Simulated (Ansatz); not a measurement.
# TiO2: a single-point run

Aim: a sound single-point run of TiO2. The structure is shown as the input types it.

Method: DFT, LDA, all-electron LAPW, scalar-relativistic; levels and slopes on a fine mesh, independent-particle optical spectra, in Ansatz 0.2.0.

### Step 1. The structure to begin with

Symmetry: P4_2/mnm, No. 136, tetragonal system. The conventional cell has a = 4.548 Å, b = 4.548 Å, c = 2.917 Å, α = 90.00°, β = 90.00°, γ = 90.00°. Ti (site symmetry mmm) has 6 O at 1.93 to 1.96 Å as nearest neighbours. O (site symmetry m2m) has 3 Ti at 1.93 to 1.96 Å as nearest neighbours.

Structure file:

```
Ti O
1.0
     4.54816    0.00000    0.00000
     0.00000    4.54816    0.00000
     0.00000    0.00000    2.91713
Ti O
2 4
Direct
  0.00000 0.00000 0.00000
  0.50000 0.50000 0.50000
  0.30397 0.30397 0.00000
  0.19603 0.80397 0.50000
  0.69603 0.69603 0.00000
  0.80397 0.19603 0.50000
```

### Step 2. The calculation

Contents of input.yaml:

```yaml
crystal:
  lattice:
    - [4.54816137237, 0.0, 0.0]
    - [0.0, 4.54816137237, 0.0]
    - [0.0, 0.0, 2.91712839111]
  atoms:
    - { symbol: Ti, position: [0.0, 0.0, 0.0] }
    - { symbol: Ti, position: [0.5, 0.5, 0.5] }
    - { symbol: O, position: [0.303966119656, 0.303966119656, 0.0] }
    - { symbol: O, position: [0.196033880344, 0.803966119656, 0.5] }
    - { symbol: O, position: [0.696033880344, 0.696033880344, 0.0] }
    - { symbol: O, position: [0.803966119656, 0.196033880344, 0.5] }
kpoints:
  mp_grid: { grid: [6, 6, 8] }
scf:
  occupations: { method: methfessel_paxton, width: 2.0 }
  max_iter: 100
hamiltonian:
  xc: lda
  pseudopotentials: { kind: all_electron, lapw: { basis_error: 0.001 } }
output:
  forces: true
  stress: true
  eigenvalues: true
  eigenstates:
    nscf_kmesh: { grid: [6, 6, 10] }
    de_dk: true
    e_range: [-9, 11.85818340325]
  optics:
    e_range: [0, 25]
    de: 0.2
    sigma: 0.15
    bands: { spectra_wanted_up_to: 25 }
    nscf_kmesh: { grid: [6, 6, 10] }
checkpoint:
  write: ck
  write_wavefunctions: false
```

On the command line:

```bash
ansatz run input.yaml --threads 2 --pin off --max-ram 6144MiB --backend cpu --events-out ev --progress --plain --runs-dir out
```

Q: Will this input give a usable result? If not, why, and what should change?

The run converged and reported no error, with warnings (optics on partly filled bands). That alone doesn't make the input a sound one.

Look at the input: scf.occupations.method is methfessel_paxton; scf.occupations.width is 2.0. The width is far wider than usual, so occupations near the Fermi level are blurred and the entropy term grows.

The test: delete scf.occupations.width (the default then holds) and set scf.occupations.method to fixed.
